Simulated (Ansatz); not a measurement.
# GaGe3 (P6_3/mmc) in Ansatz: band structure with LDA

Aim: the band structure of GaGe3 with LDA.

Program: Ansatz 0.2.0. These are calculated values, not measurements. Logs are shortened: lines on timing, memory, paths and dates and some standing lists are left out, and cuts for length are marked.

**1. The cell of the first run**

It takes space group P6_3/mmc (No. 194, hexagonal). The conventional cell has a = 5.985 Å, b = 5.985 Å, c = 5.035 Å, α = 90.00°, β = 90.00°, γ = 120.00°. Ge (site symmetry mm2) is surrounded by 8 Ge at 2.94 to 3.05 Å and 4 Ga at 2.99 to 3.07 Å. Ga (site symmetry -6m2) is surrounded by 12 Ge at 2.99 to 3.07 Å.

The cell comes from a database or a generator and needn't be the stable form of this composition.

**2. Band structure, LDA (another cell of the same crystal, with 8 atoms)**

input.yaml reads:

```yaml
crystal:
  lattice:
    - [5.98503591, 0.0, 0.0]
    - [-2.992517955, 5.1831931406, 0.0]
    - [0.0, 0.0, 5.034952]
  atoms:
    - { symbol: Ge, position: [0.163561505, 0.3271230099, 0.25] }
    - { symbol: Ge, position: [0.6728769901, 0.8364384951, 0.25] }
    - { symbol: Ge, position: [0.1635615049, 0.836438495, 0.25] }
    - { symbol: Ge, position: [0.836438495, 0.6728769901, 0.75] }
    - { symbol: Ge, position: [0.3271230099, 0.1635615049, 0.75] }
    - { symbol: Ge, position: [0.8364384951, 0.163561505, 0.75] }
    - { symbol: Ga, position: [0.3333333333, 0.6666666667, 0.75] }
    - { symbol: Ga, position: [0.6666666667, 0.3333333333, 0.25] }
hamiltonian:
  xc: lda
  pseudopotentials: { kind: paw }
kpoints:
  mp_grid: { grid: [5, 5, 5] }
  band_path:
    path:
      - [[0.0, 0.0, 0.0], [0.5, 0.0, 0.0], [0.3333333333, 0.3333333333, 0.0], [0.0, 0.0, 0.0], [0.0, 0.0, 0.5], [0.5, 0.0, 0.5], [0.3333333333, 0.3333333333, 0.5], [0.0, 0.0, 0.5]]
      - [[0.5, 0.0, 0.5], [0.5, 0.0, 0.0]]
      - [[0.3333333333, 0.3333333333, 0.0], [0.3333333333, 0.3333333333, 0.5]]
    npoints: 10
scf:
  occupations: { method: gaussian, width: 0.01 }
  n_extra_bands: 20
output:
  forces: true
  stress: true
  eigenvalues: true
  fatbands: true
  write_density: true
  write_potential: true
  elf: true
  volumetric_format: npy
```

Potentials or basis: Ansatz PAW.

The run is started by

```bash
> ansatz run input.yaml --threads 4 --pin off --max-ram 11264MiB --backend cpu --events-out ev --progress --plain --runs-dir out
```

The program printed:

```text
Warning: RAYON_NUM_THREADS=4 ignored (pool sized by the plan → 4); use --threads N
scf.n_extra_bands = 20 over 55 filled bands (N_el = 110.0): the run solves 75 bands
Engine: ansatz 0.2.0, aarch64-unknown-linux-gnu
Pseudopotentials: kind: paw
Pseudopotential: Ge, paw, valence charge 14, recommended cutoff 420 eV (normal), Ge.paw.azcp
Pseudopotential: Ga, paw, valence charge 13, recommended cutoff 420 eV (normal), Ga.paw.azcp
Functional definition: SPW92
  exchange = slater_x
  correlation = pw_c
Crystal: 8 atoms, lattice volume = 156.192 Å³
Basis set: ecut = 420 eV, 3035 PW (Γ)
Bands: 75, of which v1, the nominal top of the filled ones, is band 55 counted from 1 (54 counted from 0)
Symmetry: 24 space group operations
Space group: P63/mmc (ITA 194), of the structure as read, at distance tolerance 5.4e-5 Å
k-points: 15 of 125
Non-local potential: Ge, projectors of the file, l = 0: 2, l = 1: 2, l = 2: 3, l = 3: 1
Non-local potential: Ga, projectors of the file, l = 0: 2, l = 1: 2, l = 2: 3, l = 3: 1
PAW form: soft (Blöchl's): semilocal exchange-correlation on the pseudo side does not see the compensation charge
PAW frozen core: Ge, regenerated for the run's functional, and the local potential with it (the file was generated under x = pbe(κ = 0.804, μ = 0.2195149727645171), c = pbe(β = 0.06672455060314922))
PAW frozen core: Ga, regenerated for the run's functional, and the local potential with it (the file was generated under x = pbe(κ = 0.804, μ = 0.2195149727645171), c = pbe(β = 0.06672455060314922))
PAW one-centre angular grid: Ge, 590 points (default); XC on 64 Gauss nodes
PAW one-centre angular grid: Ga, 590 points (default); XC on 64 Gauss nodes
Initial density: superposition of atomic densities (neutral atoms: chi_scale 0, normalization atom), corrected by the library's trained network
Initial wavefunctions: pseudopotential atomic-orbital guess
Functional: x = slater, c = lda
[... 23 lines left out ...]
  E_nonlocal   = 3353.404740
  E_hartree    = 7348.627077
  E_xc         = -588.695364
  E_vxc        = -506.543172  (∫ρ·V_xc dr)
  E_paw        = -15441.504717  (= ΣΔE_a)
  E_vpaw       = -2671.953152  (= ΣTr[D̂ρ^β])
  E_aug_tail   = 0.001575  (compensation charges beyond the density's cutoff)
  E_ewald      = -11677.095786
  E_core_change = 14.906917  (= ΣΔE_core)
  E_smearing   = -0.000805  (= −TS)
  E_closure    = 0.000000  (closes the sum)
  Σ components = -32705.934938   (vs F -32705.934938, Δ=0.00e0)
--- Forces (eV/Å), atoms counted from 1 ---
  atom   1  Ge     0.00000000     0.15743031     0.00000000
  atom   2  Ge    -0.13633865    -0.07871515     0.00000000
  atom   3  Ge     0.13633865    -0.07871515     0.00000000
  atom   4  Ge    -0.00000000    -0.15743031     0.00000000
  atom   5  Ge     0.13633865     0.07871515     0.00000000
  atom   6  Ge    -0.13633865     0.07871515     0.00000000
  atom   7  Ga    -0.00000000     0.00000000     0.00000000
  atom   8  Ga     0.00000000    -0.00000000     0.00000000
  max |Σ_I F_I| component: 2.78e-17 eV/Å
--- Stress (GPa, compression-positive) ---
       -6.017782      -0.000000       0.000000
       -0.000000      -6.017782       0.000000
        0.000000       0.000000      -5.240400
  P = ⅓ Tr σ = -5.7587 GPa (-57.587 kbar)
--- Band table (eV; the first three rows and the last of 15) ---
  k-point 0: bands = ["-14.9140", "-14.9033", "-14.9033", "-14.8946", "-14.8854", "-14.8789", "-14.8789", "-14.8709", "-14.8694", "-14.8694", "-14.8662", "-14.8580", "-14.8580", "-14.8522", "-14.8414", "-14.8371", "-14.8371", "-14.8326", "-14.8326", "-14.8197", "-14.8197", "-14.8191", "-14.8191", "-14.8119", "-14.8119", "-14.7937", "-14.7908", "-14.7908", "-14.7866", "-14.7810", "-4.8945", "-4.8808", "-4.8808", "-4.8721", "-4.8721", "-4.8694", "-4.8694", "-4.8678", "-4.8583", "-4.8583", "-2.5943", "1.8521", "1.8521", "1.9048", "3.4193", "3.4193", "3.9638", "4.1157", "4.8560", "7.2516", "7.2516", "8.4419", "8.6527", "8.6527", "8.8045", "9.1231", "9.1231", "10.4553", "11.6493", "11.6493", "11.9831", "12.8235", "13.5497", "13.5497", "16.5549", "16.7245", "16.7245", "17.1590", "17.1590", "17.3012", "18.3720", "18.3720", "18.7490", "19.3768", "19.3768"]
  k-point 1: bands = ["-14.9112", "-14.9019", "-14.9019", "-14.8956", "-14.8878", "-14.8838", "-14.8838", "-14.8705", "-14.8705", "-14.8638", "-14.8636", "-14.8606", "-14.8606", "-14.8590", "-14.8364", "-14.8343", "-14.8343", "-14.8314", "-14.8314", "-14.8207", "-14.8207", "-14.8174", "-14.8174", "-14.8120", "-14.8120", "-14.8019", "-14.7879", "-14.7879", "-14.7853", "-14.7814", "-4.8895", "-4.8839", "-4.8839", "-4.8760", "-4.8760", "-4.8677", "-4.8656", "-4.8656", "-4.8574", "-4.8574", "-2.3633", "0.9124", "2.0588", "2.0588", "3.5114", "3.5114", "4.0556", "4.1979", "6.1569", "6.1569", "6.5790", "7.3902", "7.4896", "7.6424", "7.6424", "10.7356", "10.7356", "12.2430", "12.9114", "12.9114", "13.0520", "13.3309", "13.8382", "13.8382", "15.9236", "16.3853", "16.3853", "16.4710", "17.3964", "17.3964", "17.5447", "18.1918", "18.1918", "19.2593", "19.2593"]
  k-point 2: bands = ["-14.9042", "-14.8980", "-14.8980", "-14.8964", "-14.8920", "-14.8920", "-14.8903", "-14.8796", "-14.8698", "-14.8698", "-14.8660", "-14.8660", "-14.8459", "-14.8450", "-14.8369", "-14.8327", "-14.8327", "-14.8311", "-14.8311", "-14.8221", "-14.8221", "-14.8216", "-14.8216", "-14.8215", "-14.7981", "-14.7981", "-14.7886", "-14.7886", "-14.7838", "-14.7824", "-4.8858", "-4.8858", "-4.8826", "-4.8826", "-4.8789", "-4.8704", "-4.8604", "-4.8604", "-4.8575", "-4.8575", "-1.6730", "-0.5438", "2.6428", "2.6428", "3.3599", "3.3599", "4.6751", "4.8896", "5.5245", "5.5245", "5.8231", "6.0289", "6.2723", "6.2723", "9.4919", "12.7925", "13.1704", "13.1704", "13.7188", "14.2060", "14.2060", "14.7504", "14.7715", "14.7715", "14.8961", "15.3986", "15.3986", "15.5119", "18.1168", "18.1168", "18.3470", "18.4749", "18.4749", "18.4882", "18.4882"]
  k-point 14: bands = ["-14.8919", "-14.8881", "-14.8822", "-14.8778", "-14.8761", "-14.8746", "-14.8728", "-14.8708", "-14.8654", "-14.8629", "-14.8524", "-14.8509", "-14.8492", "-14.8450", "-14.8428", "-14.8386", "-14.8379", "-14.8351", "-14.8319", "-14.8292", "-14.8288", "-14.8263", "-14.8258", "-14.8226", "-14.8180", "-14.8176", "-14.8118", "-14.8071", "-14.7991", "-14.7926", "-4.8806", "-4.8761", "-4.8759", "-4.8754", "-4.8728", "-4.8727", "-4.8691", "-4.8660", "-4.8656", "-4.8650", "-0.4771", "0.0865", "0.6926", "0.7999", "1.5928", "2.2462", "4.2752", "4.9817", "6.9727", "7.5097", "8.2185", "9.0422", "9.4940", "10.1271", "10.2170", "10.8893", "11.3585", "11.4328", "11.6482", "12.1374", "12.1493", "12.2596", "13.0582", "13.4616", "13.7790", "14.5265", "14.5475", "15.0562", "15.1207", "15.3725", "15.7306", "16.2708", "19.6862", "20.7087", "20.8162"]
```

bands.tsv:

```text
[... 115 lines left out ...]
```

Wall time 20 s (4 threads of Arm Neoverse V1, shared host); peak memory 0.9 GiB.

Results:

| Property | Result |
| --- | --- |
| Free energy | -32705.9349 eV |
| Pressure | -5.8 GPa |
| Largest force | 0.157 eV/Å |
| Band gap on the k mesh | none (metal or under the smearing width) |

Forces in eV/Å, atoms in the order of the input:
```
Ge   0.000  0.157  0.000
Ge  -0.136 -0.079  0.000
Ge   0.136 -0.079  0.000
Ge   0.000 -0.157  0.000
Ge   0.136  0.079  0.000
Ge  -0.136  0.079  0.000
Ga   0.000  0.000  0.000
Ga   0.000  0.000  0.000
```

Levels at the corners of the path, in eV from the Fermi level:
```
point  band 50  band 51  band 52  band 53  band 54  band 55  band 56  band 57  band 58  band 59
    Γ    -2.64    -2.64    -1.45    -1.24    -1.24    -1.09    -0.77    -0.77     0.56     1.76
    M    -3.37    -2.08    -1.72    -1.57    -1.54    -1.22    -0.51     0.46     0.53     1.81
    K    -3.23    -2.91    -2.91    -0.19    -0.19     0.26     0.49     0.49     1.01     1.45
    Γ    -2.64    -2.64    -1.45    -1.24    -1.24    -1.09    -0.77    -0.77     0.56     1.76
    A    -4.45    -4.12    -4.12    -4.12    -4.12     1.22     1.22     4.26     4.26     4.26
    L    -1.73    -1.52    -1.52    -0.03    -0.03     0.09     0.09     1.25     1.25     1.72
    H    -2.83    -1.82    -1.82     1.06     1.06     1.16     1.16     1.53     1.53     2.15
    A    -4.45    -4.12    -4.12    -4.12    -4.12     1.22     1.22     4.26     4.26     4.26
    L    -1.73    -1.52    -1.52    -0.03    -0.03     0.09     0.09     1.25     1.25     1.72
    M    -3.37    -2.08    -1.72    -1.57    -1.54    -1.22    -0.51     0.46     0.53     1.81
    K    -3.23    -2.91    -2.91    -0.19    -0.19     0.26     0.49     0.49     1.01     1.45
    H    -2.83    -1.82    -1.82     1.06     1.06     1.16     1.16     1.53     1.53     2.15
```

Caveat: the PAW data sets come from PBE, with cores solved anew for the run's functional, which leaves a small shift of forces and pressure.
